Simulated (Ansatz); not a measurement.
Born–Oppenheimer molecular dynamics of a periodic cell of 25 atoms, NaSi8O16 (host SiO2, host structure P4_2/mnm, interstitial Na). It starts from a relaxed structure.

Theory: DFT PBE-D3(BJ), scalar-relativistic, plane waves, PAW in Ansatz. Settings: PAW set soft_1, cutoff 420 eV, k mesh 2x2x2, fermi-dirac smearing 0.02 eV, spin collinear.

| Property | Result |
| --- | --- |
| ensemble | NVT, Langevin thermostat |
| time step | 1 fs |
| steps asked | 300 |
| set temperature | 1500 K |
| friction | 0.05 /fs |
| seed | 825205 |

Frames 10 fs apart, positions in Å.

Velocities at 30 fs (Å/ps):

```
Si 13.22 6.45 -0.23
Si -2.01 12.42 -1.72
O 6.05 -3.12 -4.16
O 13.73 -13.72 0.28
O 3.63 -4.64 -20.48
O -12.19 -9.18 11.46
Si -5.68 3.88 2.69
Si -7.81 5.87 -13.00
O -12.71 0.08 3.19
O -1.50 2.10 -11.85
O 11.68 1.14 16.02
O 11.02 24.58 3.20
Si 2.39 -13.54 -0.40
Si 4.01 -1.98 -9.63
O 0.03 4.54 -0.83
O -4.75 11.29 6.05
O 6.78 8.65 -7.43
O 5.30 -11.07 7.77
Si -15.52 13.23 4.16
Si 2.84 4.98 -4.08
O 5.31 1.66 6.73
O -4.84 -2.68 4.43
O 9.16 9.49 -3.17
O -2.13 -7.83 8.96
Na -10.90 -4.21 -1.79
```

```xyz
25
Lattice="-4.2244 -4.2244 0.0000 4.2244 -4.2244 0.0000 0.0000 0.0000 5.3792" Properties=species:S:1:pos:R:3 time_fs=30 energy_less_start_eV=4.705 T=1683
Si -0.166 -4.439 -0.099
Si 1.965 -2.048 1.465
O 1.085 -2.554 -0.170
O 0.791 -0.664 1.449
O -1.142 -5.591 -0.043
O 3.158 -3.313 1.545
Si 0.054 -4.364 2.595
Si 2.174 -1.937 3.944
O 1.062 -2.890 2.732
O 0.998 -0.553 3.953
O -1.223 -5.362 2.689
O 3.367 -3.135 3.886
Si 0.229 -0.143 -0.051
Si -1.934 -2.353 1.370
O -2.942 -2.958 -0.009
O 1.014 -4.943 1.342
O -1.106 -1.597 -0.009
O -0.810 -3.553 1.357
Si -0.242 0.011 2.577
Si -2.188 -2.253 4.001
O -2.940 -2.947 2.632
O 0.866 -5.127 3.972
O -1.221 -1.498 2.777
O -0.833 -3.449 4.222
Na 2.160 -4.187 5.258
25
Lattice="-4.2244 -4.2244 0.0000 4.2244 -4.2244 0.0000 0.0000 0.0000 5.3792" Properties=species:S:1:pos:R:3 time_fs=40 energy_less_start_eV=6.398 T=1089
Si -0.024 -4.349 -0.050
Si 1.990 -1.993 1.413
O 1.172 -2.498 -0.149
O 0.956 -0.820 1.486
O -1.183 -5.667 -0.092
O 3.057 -3.339 1.591
Si 0.016 -4.320 2.686
Si 2.090 -1.912 3.895
O 1.047 -2.831 2.700
O 0.987 -0.595 3.797
O -1.182 -5.369 2.699
O 3.398 -3.014 3.917
Si 0.216 -0.239 -0.074
Si -1.890 -2.370 1.302
O -2.951 -2.866 -0.056
O 0.914 -4.808 1.342
O -1.088 -1.609 -0.041
O -0.770 -3.574 1.460
Si -0.304 0.113 2.679
Si -2.126 -2.264 3.989
O -2.957 -2.959 2.652
O 0.833 -5.130 4.041
O -1.170 -1.418 2.740
O -0.843 -3.518 4.171
Na 2.012 -4.170 5.264
25
Lattice="-4.2244 -4.2244 0.0000 4.2244 -4.2244 0.0000 0.0000 0.0000 5.3792" Properties=species:S:1:pos:R:3 time_fs=50 energy_less_start_eV=4.828 T=1847
Si -0.031 -4.329 -0.002
Si 2.079 -2.071 1.308
O 1.122 -2.523 -0.074
O 0.885 -0.826 1.334
O -1.220 -5.586 0.030
O 3.060 -3.306 1.557
Si 0.045 -4.314 2.830
Si 2.054 -1.943 3.922
O 1.143 -2.731 2.693
O 0.948 -0.631 3.754
O -1.284 -5.416 2.666
O 3.384 -3.120 3.918
Si 0.227 -0.205 -0.052
Si -1.958 -2.370 1.308
O -2.942 -2.900 -0.033
O 0.790 -4.891 1.345
O -1.175 -1.637 -0.180
O -0.866 -3.539 1.311
Si -0.301 0.240 2.757
Si -2.038 -2.320 3.963
O -3.010 -2.855 2.506
O 0.866 -5.084 4.048
O -1.196 -1.328 2.708
O -0.688 -3.531 4.039
Na 2.028 -4.134 5.310
25
Lattice="-4.2244 -4.2244 0.0000 4.2244 -4.2244 0.0000 0.0000 0.0000 5.3792" Properties=species:S:1:pos:R:3 time_fs=60 energy_less_start_eV=4.987 T=1670
Si -0.122 -4.301 0.079
Si 2.072 -2.063 1.253
O 1.025 -2.541 -0.053
O 0.737 -0.770 1.237
O -1.289 -5.478 0.026
O 3.128 -3.428 1.394
Si 0.038 -4.364 2.806
Si 2.084 -1.950 3.962
O 1.132 -2.794 2.741
O 0.775 -0.643 3.823
O -1.397 -5.429 2.668
O 3.216 -3.094 3.925
Si 0.297 -0.048 -0.061
Si -2.000 -2.244 1.287
O -2.895 -3.098 0.028
O 0.792 -5.034 1.297
O -1.272 -1.598 -0.232
O -0.965 -3.572 1.207
Si -0.234 0.249 2.683
Si -1.965 -2.306 3.896
O -2.995 -2.801 2.514
O 0.816 -5.027 4.164
O -1.207 -1.276 2.552
O -0.666 -3.451 3.970
Na 2.177 -4.145 5.326
25
Lattice="-4.2244 -4.2244 0.0000 4.2244 -4.2244 0.0000 0.0000 0.0000 5.3792" Properties=species:S:1:pos:R:3 time_fs=70 energy_less_start_eV=4.311 T=2065
Si -0.167 -4.329 0.100
Si 1.994 -2.099 1.307
O 1.059 -2.692 -0.011
O 0.656 -0.738 1.413
O -1.369 -5.400 -0.061
O 3.335 -3.397 1.224
Si 0.052 -4.416 2.698
Si 2.049 -1.979 3.966
O 1.213 -2.825 2.709
O 0.643 -0.710 3.845
O -1.515 -5.450 2.554
O 3.219 -3.194 3.872
Si 0.297 0.095 -0.033
Si -2.055 -2.085 1.227
O -2.808 -3.124 -0.157
O 0.798 -5.114 1.284
O -1.250 -1.595 -0.197
O -0.930 -3.495 1.361
Si -0.144 0.167 2.591
Si -1.976 -2.232 3.840
O -2.987 -2.820 2.510
O 0.814 -5.107 4.124
O -1.252 -1.293 2.462
O -0.774 -3.350 3.958
Na 2.259 -4.185 5.320
25
Lattice="-4.2244 -4.2244 0.0000 4.2244 -4.2244 0.0000 0.0000 0.0000 5.3792" Properties=species:S:1:pos:R:3 time_fs=80 energy_less_start_eV=4.225 T=1795
Si -0.199 -4.283 0.073
Si 1.977 -2.075 1.345
O 1.056 -2.736 0.017
O 0.668 -0.779 1.402
O -1.476 -5.355 -0.129
O 3.430 -3.203 1.161
Si 0.067 -4.330 2.654
Si 1.966 -2.006 3.946
O 1.338 -2.921 2.646
O 0.593 -0.847 3.917
O -1.495 -5.423 2.556
O 3.408 -3.315 3.891
Si 0.212 0.134 -0.006
Si -2.099 -2.102 1.191
O -2.660 -2.974 -0.307
O 0.753 -5.130 1.285
O -1.116 -1.741 -0.124
O -0.907 -3.522 1.504
Si -0.090 0.036 2.580
Si -2.026 -2.152 3.795
O -2.971 -2.835 2.571
O 0.822 -5.114 3.972
O -1.394 -1.283 2.473
O -0.758 -3.388 3.939
Na 2.187 -4.208 5.262
25
Lattice="-4.2244 -4.2244 0.0000 4.2244 -4.2244 0.0000 0.0000 0.0000 5.3792" Properties=species:S:1:pos:R:3 time_fs=90 energy_less_start_eV=4.765 T=1174
Si -0.248 -4.170 -0.029
Si 1.962 -1.963 1.300
O 1.057 -2.748 0.036
O 0.750 -0.862 1.213
O -1.513 -5.517 -0.170
O 3.487 -2.975 1.190
Si 0.020 -4.231 2.739
Si 1.900 -1.967 3.901
O 1.387 -3.058 2.527
O 0.611 -0.956 3.888
O -1.405 -5.320 2.661
O 3.494 -3.382 3.974
Si 0.201 0.177 -0.087
Si -2.101 -2.264 1.152
O -2.848 -3.055 -0.310
O 0.736 -5.144 1.249
O -1.065 -1.608 -0.013
O -0.876 -3.437 1.465
Si -0.080 0.012 2.599
Si -1.999 -2.124 3.758
O -2.978 -2.917 2.609
O 0.808 -5.087 3.896
O -1.390 -1.271 2.498
O -0.678 -3.429 3.922
Na 2.092 -4.210 5.229
25
Lattice="-4.2244 -4.2244 0.0000 4.2244 -4.2244 0.0000 0.0000 0.0000 5.3792" Properties=species:S:1:pos:R:3 time_fs=100 energy_less_start_eV=5.164 T=1577
Si -0.279 -4.114 -0.089
Si 2.048 -1.894 1.235
O 0.995 -2.738 0.009
O 0.738 -0.830 1.207
O -1.445 -5.484 -0.142
O 3.521 -2.989 1.341
Si 0.010 -4.230 2.704
Si 1.882 -1.952 3.911
O 1.400 -3.028 2.450
O 0.647 -0.954 3.791
O -1.465 -5.369 2.764
O 3.526 -3.452 4.005
Si 0.077 0.101 -0.184
Si -2.189 -2.297 1.161
O -2.896 -3.041 -0.318
O 0.826 -5.225 1.243
O -1.176 -1.522 0.043
O -0.904 -3.424 1.412
Si -0.056 -0.021 2.531
Si -1.973 -2.143 3.759
O -2.988 -2.961 2.587
O 0.735 -5.105 3.905
O -1.277 -1.169 2.492
O -0.700 -3.304 3.941
Na 2.056 -4.240 5.257
25
Lattice="-4.2244 -4.2244 0.0000 4.2244 -4.2244 0.0000 0.0000 0.0000 5.3792" Properties=species:S:1:pos:R:3 time_fs=110 energy_less_start_eV=4.660 T=1240
Si -0.233 -4.100 -0.118
Si 2.127 -1.927 1.222
O 0.976 -2.686 -0.023
O 0.668 -0.761 1.183
O -1.363 -5.307 -0.070
O 3.524 -3.158 1.348
Si -0.003 -4.256 2.632
Si 1.926 -1.985 3.917
O 1.402 -2.963 2.395
O 0.697 -0.844 3.724
O -1.475 -5.330 2.719
O 3.448 -3.515 3.887
Si 0.025 0.009 -0.260
Si -2.293 -2.224 1.179
O -2.806 -3.064 -0.233
O 0.849 -5.209 1.272
O -1.239 -1.496 0.071
O -1.010 -3.546 1.331
Si -0.034 -0.043 2.467
Si -2.032 -2.131 3.818
O -2.879 -2.980 2.652
O 0.613 -5.092 3.984
O -1.352 -1.182 2.524
O -0.749 -3.172 3.837
Na 2.078 -4.135 5.338
```

Of the whole run (300 fs, mean temperature of the second half 1475 K): A run of 0.3 ps of so small a system gives no equilibrium averages. Limits of this set-up: coarse k mesh, a small cell, in which the defect meets its images.

The run took 24 min on 2 threads of Arm Neoverse V1, with other jobs on the host, peak memory 0.59 GiB.
